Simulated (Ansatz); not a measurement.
# CH9AlOSi2: up Jacob's ladder to CCSD(T)

An exercise on one series of results from a longer session: the logs are not shown, and one member is left open.

Computed with Ansatz 0.2.0, Gaussian basis. Level: functionals in def2-TZVPP, the program's frozen cores in correlated methods.

The runs, in order: PBE-D4, r2SCAN-D4, PBE0-D4, B3LYP-D4, ωB97X-V, ωB97M-V, B2PLYP; CCSD(T)/def2-TZVPP; MP2/def2-QZVPP; extrapolation to the limit.

## Structure used throughout

All runs share one geometry, relaxed beforehand with PBE0-D4 in a triple-zeta def2 set.

SMILES `C[SiH]([AlH2])O[SiH3]`, 14 atoms, charge 0, spin multiplicity 1.

Atoms are counted from 1 here; the program's logs count them from 0.

Bond lengths: C1–Si2 1.874 Å, C1–H6 1.094 Å, C1–H7 1.093 Å, C1–H8 1.092 Å, Si2–Al3 2.469 Å, Si2–O4 1.654 Å, Si2–H9 1.501 Å, Al3–H10 1.590 Å, Al3–H11 1.593 Å, O4–Si5 1.632 Å, Si5–H12 1.488 Å, Si5–H13 1.488 Å, Si5–H14 1.484 Å. Angles: Si2–C1–H6 110.2°, Si2–C1–H7 110.7°, Si2–C1–H8 111.6°, H6–C1–H7 108.0°, H6–C1–H8 108.1°, H7–C1–H8 108.2°, C1–Si2–Al3 113.7°, C1–Si2–O4 109.4°, C1–Si2–H9 106.9°, Al3–Si2–O4 109.5°, Al3–Si2–H9 109.4°, O4–Si2–H9 107.8°, Si2–Al3–H10 122.2°, Si2–Al3–H11 119.6°, H10–Al3–H11 118.2°, Si2–O4–Si5 143.0°, O4–Si5–H12 110.5°, O4–Si5–H13 110.6° and more.

Set-up of the first run:

Contents of in.yaml:

```yaml
crystal:
  periodic: [false, false, false]
  atoms:
    - {symbol: C, position_ang: [-1.770673, 0.722436, -0.329786]}
    - {symbol: Si, position_ang: [-0.364890, -0.507685, -0.179750]}
    - {symbol: Al, position_ang: [-0.746133, -2.248593, 1.528304]}
    - {symbol: O, position_ang: [1.038027, 0.300658, 0.158525]}
    - {symbol: Si, position_ang: [2.224058, 1.194468, -0.519022]}
    - {symbol: H, position_ang: [-2.700831, 0.203415, -0.578118]}
    - {symbol: H, position_ang: [-1.566924, 1.448603, -1.121229]}
    - {symbol: H, position_ang: [-1.926279, 1.269724, 0.602736]}
    - {symbol: H, position_ang: [-0.207221, -1.156151, -1.524408]}
    - {symbol: H, position_ang: [0.354559, -2.626295, 2.612350]}
    - {symbol: H, position_ang: [-2.126944, -3.043350, 1.548026]}
    - {symbol: H, position_ang: [2.739272, 0.530282, -1.746945]}
    - {symbol: H, position_ang: [1.716345, 2.544159, -0.886970]}
    - {symbol: H, position_ang: [3.324738, 1.339229, 0.465186]}
basis:
  gaussian: {orbitals: def2-TZVPP}
hamiltonian: {xc: pbe, dispersion: d4}
output: {forces: true, orbitals: {seedname: orbitals}}
```

Started as:

```sh
> ansatz run in.yaml --threads 4 --pin off --events-out ev --progress --plain --max-ram 10444MiB
```

Steps of the session up to this table: PBE-D4 (GGA); r2SCAN-D4 (meta-GGA); PBE0-D4 (hybrid); B3LYP-D4 (hybrid); ωB97X-V (range-separated); ωB97M-V (range-separated); B2PLYP (double hybrid); CCSD(T) in def2-TZVPP; MP2 in def2-QZVPP.

One of the session's tables, all rows but one given; the rest of the session is left out.

```
            method  atomisation energy (kJ/mol)
            PBE-D4                       4569.4
         r2SCAN-D4                       4601.2
           PBE0-D4                       4545.2
          B3LYP-D4                       4594.5
           ωB97X-V                       4631.8
           ωB97M-V                       4605.8
            B2PLYP                       4541.0
     HF/def2-TZVPP                       3504.0
    MP2/def2-TZVPP                       4510.3
   CCSD/def2-TZVPP                       4454.8
CCSD(T)/def2-TZVPP                            ?
           MP2/CBS                       4628.2
       CCSD(T)/CBS                       4616.2
```

Estimate the missing values for CCSD(T)/def2-TZVPP.

**Answer.** atomisation energy (kJ/mol): 4498.3. In the column «atomisation energy (kJ/mol)» it lies between CCSD/def2-TZVPP (4454.8) and MP2/def2-TZVPP (4510.3).
